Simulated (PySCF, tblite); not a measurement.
# C5H10B2Si: geometry, infrared bands and NMR shifts

Wanted: the infrared bands and NMR shifts of C5H10B2Si (`B/C=C1/[SiH2]C(C)=C1B`), by calculation.

The runs use tblite 0.8.0 and PySCF 2.14.0, with density-fitted response routines of our own; the level of theory stands in each step. All values are computed, except where a source is named. Atoms are numbered from 0 throughout.

### 1 The starting structure

18 atoms, charge 0, multiplicity 1; geometry from: force field or distance geometry start.

Bonds of the start (Å): B0–C1 1.57, C1–C2 1.32, C2–Si3 1.74, Si3–C4 1.76, C4–C5 1.49, C4–C6 1.38, C6–B7 1.57, C6–C2 1.54, B0–H8 1.18, B0–H9 1.17, C1–H10 1.09, Si3–H11 1.48, Si3–H12 1.46, C5–H13 1.11, C5–H14 1.11, C5–H15 1.11, B7–H16 1.18, B7–H17 1.17.

### 2 Relaxing the molecule with GFN2-xTB

Job settings and geometry (Å):

```
{"job": {"kind": "relax", "xc": "GFN2-xTB", "basis": "xTB"}, "charge": 0, "multiplicity": 1}
B      2.903200    -1.259400    -0.268100
C      1.422500    -1.765300    -0.115100
C      0.372700    -0.972900    -0.031500
Si    -1.323400    -1.293800     0.207400
C     -1.283300     0.462700     0.234200
C     -2.342700     1.494900     0.432200
C      0.048000     0.526100    -0.140300
B      0.930300     1.774900    -0.486100
H      3.177700    -0.122800    -0.145100
H      3.769800    -2.043300    -0.327700
H      1.279700    -2.841000    -0.024600
H     -1.614500    -1.876600     1.540800
H     -1.990300    -1.848900    -0.966200
H     -2.048700     2.149200     1.281700
H     -2.446300     2.118200    -0.481500
H     -3.310300     1.006600     0.672300
H      0.439300     2.849900    -0.460200
H      2.007600     1.647900    -0.934000
```

Command:

```console
> OMP_NUM_THREADS=1 python probes_run.py task.json out
```

This one command runs all jobs of the session in turn.

**Question.** This job is followed by: GFN2-xTB harmonic vibrations, gas phase; GIAO PBE0/pcSseg-1 NMR shielding, non-relativistic, gas phase. What will the session give for the following? strongest single infrared mode (GFN2-xTB); zero-point energy (GFN2-xTB); ¹³C shifts against TMS (PBE0/pcSseg-1); ¹H shifts against TMS (PBE0/pcSseg-1, means over atoms taken as alike); ¹¹B shifts against BF3·OEt2 (PBE0/pcSseg-1); ²⁹Si shifts against TMS (PBE0/pcSseg-1).

**Answer**, as computed:

```
                                                              quantity                                 value
                             strongest single infrared mode (GFN2-xTB)                 2232 cm⁻¹, 490 km/mol
                                          zero-point energy (GFN2-xTB)                         80.0 kcal/mol
                                ¹³C shifts against TMS (PBE0/pcSseg-1)  211.5, 197.2, 179.9, 139.9, 26.6 ppm
¹H shifts against TMS (PBE0/pcSseg-1, means over atoms taken as alike)      7.07, 5.87, 5.21, 3.98, 2.34 ppm
                           ¹¹B shifts against BF3·OEt2 (PBE0/pcSseg-1)                        63.0, 33.7 ppm
                               ²⁹Si shifts against TMS (PBE0/pcSseg-1)                             -39.0 ppm
```

Relaxing lowered the energy by 1.231 eV in 186 steps; the close pair that moved most is C2–Si3, from 1.743 to 1.906 Å. No mode is imaginary among the 48: a minimum at this level. The strongest single mode, at 2232 cm⁻¹, moves mainly H11 and H12. Unscaled tight-binding wavenumbers are off by several per cent, some by more. Its intensities can rank the bands wrongly. H10 (hydrogen on an alkene CH) lies farthest downfield among hydrogen, at 7.07 ppm; attached to an sp2 carbon and in the plane of the double bond.
